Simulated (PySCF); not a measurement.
# SnBr: from the state search to spectroscopic constants

One job finds the state of SnBr, follows it along the bond with each method and fits the curves.

Computed with PySCF 2.14.0. Level: Sn def2-TZVPPD with ECP28, Br def2-TZVPPD, scalar-relativistic core potentials.

### Step 1. The job

A driver script around PySCF takes these settings:

| Property | Result |
| --- | --- |
| atoms | Sn, Br |
| charge | 0 |
| basis | Sn def2-TZVPPD with ECP28, Br def2-TZVPPD |
| Hamiltonian | scalar-relativistic core potentials |
| basis functions | 113 |
| electrons treated | 57 |
| masses in u | 119.9022, 78.9183 |
| levels | PBE0, PBE, r²SCAN, TPSS, PW91, M06, TPSSh, BLYP, ωB97X, HF, MP2, SCS-MP2 |
| grid | 80 radial by 434 angular points |
| occupations | held fixed by the projection of orbital angular momentum |
| dissociation limit | Sn + Br, each in its ground configuration |
| starting distance in angstrom | 2.465 |
| values of 2S to try | 1, 3 |

Started as:

```console
OMP_NUM_THREADS=2 python dia.py task.json out
```

The runs that follow: The PBE0 curve of the state that the search chose; Other states along the same grid; PBE (GGA); r²SCAN; TPSS (meta-GGA); PW91 (GGA); M06 (hybrid meta-GGA); TPSSh (hybrid meta-GGA); BLYP; ωB97X (range-separated hybrid); UHF (mean field).

**Question.** What will these runs give? Wanted: for each run, Re; ωe; De; μ.

The runs gave:

Lowest PBE0 solution found, without spin–orbit coupling: ²Π (doublet), unpaired electrons π ↑. State 2 has its PBE0 minimum 3.17 eV higher. The other levels ran on the lowest alone.

```csv
level,Re (Å),ωe (cm⁻¹),De (eV),μ (D)
UHF,2.543,238.0,2.33,-3.03
UHF-MP2,2.505,248.5,3.51,n/a
UHF-SCS-MP2,2.519,243.6,3.39,n/a
PBE,2.542,233.5,3.71,-2.40
PW91,2.540,234.1,3.74,-2.40
BLYP,2.575,222.6,3.56,-2.59
TPSS,2.537,235.1,3.67,-2.45
r²SCAN,2.521,242.4,3.67,-2.38
TPSSh,2.528,238.7,3.62,-2.49
PBE0,2.519,243.0,3.57,-2.52
M06,2.525,243.3,3.70,-2.53
ωB97X,2.512,245.8,3.65,-2.63
```

De is counted to Sn + Br in their ground configurations. A positive dipole means Sn(−)Br(+).

What this shows: Bond lengths run from 2.505 Å (UHF-MP2) to 2.575 Å (BLYP). Among the levels with a De in the table, it runs from 2.33 eV (UHF) to 3.74 eV (PW91).

Correlated steps freeze 13 core orbitals. Spin–orbit coupling is left out, which matters for elements this heavy, above all for dissociation energies.
